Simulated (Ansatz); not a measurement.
**CH₄F₂SSn: vertical ionisation energy**

The task here is to estimate one member of a computed series from the others.

Program: Ansatz 0.2.0, Gaussian basis. Level of theory: unrestricted cation, the program's frozen cores in correlated methods. These are calculated values, not measurements.

Plan: UKS PBE-D4/def2-TZVPP; UKS r2SCAN-D4/def2-TZVPP; UKS PBE0-D4/def2-TZVPP; UKS B3LYP-D4/def2-TZVPP; UKS wB97X-V/def2-TZVPP; UKS wB97M-V/def2-TZVPP; UKS B2PLYP/def2-TZVPP; UHF-CCSD(T)/def2-TZVPP; UHF-MP2/def2-QZVPP; extrapolation to the limit; then −ε(HOMO) from the neutral's earlier runs with LDA (SPW92), PBE-D4, revPBE-D4, BLYP-D4, r2SCAN-D4, B97M-V, PBE0-D4, B3LYP-D4, r2SCANh-D4, r2SCAN0-D4, HSE06-D4, BHLYP-D4, CAM-B3LYP-D4, LC-ωPBE, ωB97X-V, ωB97M-V.

## The geometry

An earlier PBE0-D4 in a triple-zeta def2 set relaxation fixed the geometry. Sn takes the def2 core potential; no spin-orbit term is included.

SMILES `C[S][SnH]([F])[F]`, 9 atoms, charge 0, spin multiplicity 1.

Atoms are counted from 1 here; the program's logs count them from 0.

Bond lengths: C1–S2 1.824 Å, C1–H6 1.088 Å, C1–H7 1.088 Å, C1–H8 1.090 Å, S2–Sn3 2.351 Å, Sn3–F4 1.912 Å, Sn3–F5 1.912 Å, Sn3–H9 1.692 Å. Angles: S2–C1–H6 111.0°, S2–C1–H7 111.0°, S2–C1–H8 105.5°, H6–C1–H7 110.6°, H6–C1–H8 109.2°, H7–C1–H8 109.2°, C1–S2–Sn3 98.3°, S2–Sn3–F4 107.7°, S2–Sn3–F5 107.6°, S2–Sn3–H9 120.7°, F4–Sn3–F5 100.2°, F4–Sn3–H9 109.4°, F5–Sn3–H9 109.4°.

The first run:

Input file in.yaml:

```yaml
crystal:
  periodic: [false, false, false]
  atoms:
    - {symbol: C, position_ang: [-1.217136, -0.074010, 1.033613]}
    - {symbol: S, position_ang: [0.035079, 1.237888, 0.843418]}
    - {symbol: Sn, position_ang: [1.267965, 0.279979, -0.914400]}
    - {symbol: F, position_ang: [1.769836, -1.484856, -0.377120]}
    - {symbol: F, position_ang: [0.043053, -0.131938, -2.323356]}
    - {symbol: H, position_ang: [-1.802056, -0.190606, 0.123198]}
    - {symbol: H, position_ang: [-0.754168, -1.018059, 1.314694]}
    - {symbol: H, position_ang: [-1.869913, 0.259942, 1.839582]}
    - {symbol: H, position_ang: [2.615840, 1.075357, -1.556729]}
basis:
  gaussian: {orbitals: def2-TZVPP}
total_charge: 1
magnetization: {spin_polarized: true, initial_magnetization: 1}
hamiltonian: {xc: pbe, dispersion: d4}
```

Launch:

```bash
$ ansatz run in.yaml --threads 2 --pin off --events-out ev --progress --plain --max-ram 32768MiB --backend cpu
```

Steps of the session up to this table: Cation, UKS PBE-D4/def2-TZVPP; Cation, UKS r2SCAN-D4/def2-TZVPP; Cation, UKS PBE0-D4/def2-TZVPP; Cation, UKS B3LYP-D4/def2-TZVPP; Cation, UKS wB97X-V/def2-TZVPP; Cation, UKS wB97M-V/def2-TZVPP; Cation, UKS B2PLYP (frozen core)/def2-TZVPP; Cation, UHF-CCSD(T)/def2-TZVPP; Cation, UHF-MP2/def2-QZVPP.

One of the session's tables, all rows but one given; the rest of the session is left out.

Orbital estimates, from the neutral's runs:

| functional | −ε(HOMO) (eV) |
| --- | --- |
| LDA (SPW92) | 6.54 |
| PBE-D4 | ? |
| revPBE-D4 | 6.36 |
| BLYP-D4 | 6.27 |
| r2SCAN-D4 | 6.69 |
| B97M-V | 6.77 |
| PBE0-D4 | 7.67 |
| B3LYP-D4 | 7.44 |
| r2SCANh-D4 | 7.15 |
| r2SCAN0-D4 | 7.85 |
| HSE06-D4 | 7.27 |
| BHLYP-D4 | 8.80 |
| CAM-B3LYP-D4 | 9.01 |
| LC-ωPBE | 10.40 |
| ωB97X-V | 10.04 |
| ωB97M-V | 9.88 |

Q: Estimate the row for PBE-D4 from the others.

As computed: −ε(HOMO) (eV): 6.41. In the column «−ε(HOMO) (eV)» it lies between revPBE-D4 (6.36) and LDA (SPW92) (6.54).
